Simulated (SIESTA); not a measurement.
**BAs2: electrostatic potential with LDA**

BAs2, a slab with vacuum:

```
CELL_PARAMETERS angstrom
2.63957 0.00000 0.00000
-1.31978 2.28593 0.00000
0.00000 0.00000 12.25473
ATOMIC_POSITIONS crystal
B 0.00000 0.00000 0.00000
As 0.66667 0.33333 0.91957
As 0.33333 0.66667 0.08043
```

The cell was built by a generator and needn't be a form met in nature.

```
Program                  : SIESTA 5.4.2
Task                     : electrostatic potential
Functional               : LDA
Potentials or basis      : Ansatz (PBE files)
Basis                    : DZDP (energy shift 0.015 Ry)
Grid cutoff              : 500 Ry
Energy shift             : 0.015 Ry
k mesh                   : 11 × 11 × 3
Occupations              : fermi-dirac, width 0.05 eV
Spin                     : no spin polarisation
density-matrix tolerance : 1e-07
Hamiltonian tolerance    : 0.1 eV
```

```yaml
Largest_force: 14.954 eV/Å
Band_gap_on_the_k_mesh: none (metal or under the smearing width)
Work_function: 3.67 eV
```

Forces in eV/Å, atoms in the order of the input:
```
B     0.000   0.000   0.000
As    0.000   0.000 -14.954
As    0.000   0.000  14.954
```

Stress tensor (GPa, compression positive):
```
69.55  0.00  0.00
 0.00 69.55  0.00
 0.00  0.00 63.88
```

Run time: 41 s on 1 thread of INTEL(R) XEON(R) PLATINUM 8581C CPU @ 2.10GHz (Emerald Rapids), with other jobs on the host, peak memory 0.27 GiB.

Caveat: semicore shells carry a single zeta, which can move pressures by several GPa and volumes by a few percent; the potentials were made for another functional, which shifts forces and pressure; the cell as given lies far from equilibrium; the basis of atomic orbitals isn't converged, which shifts pressures, moduli and gaps.
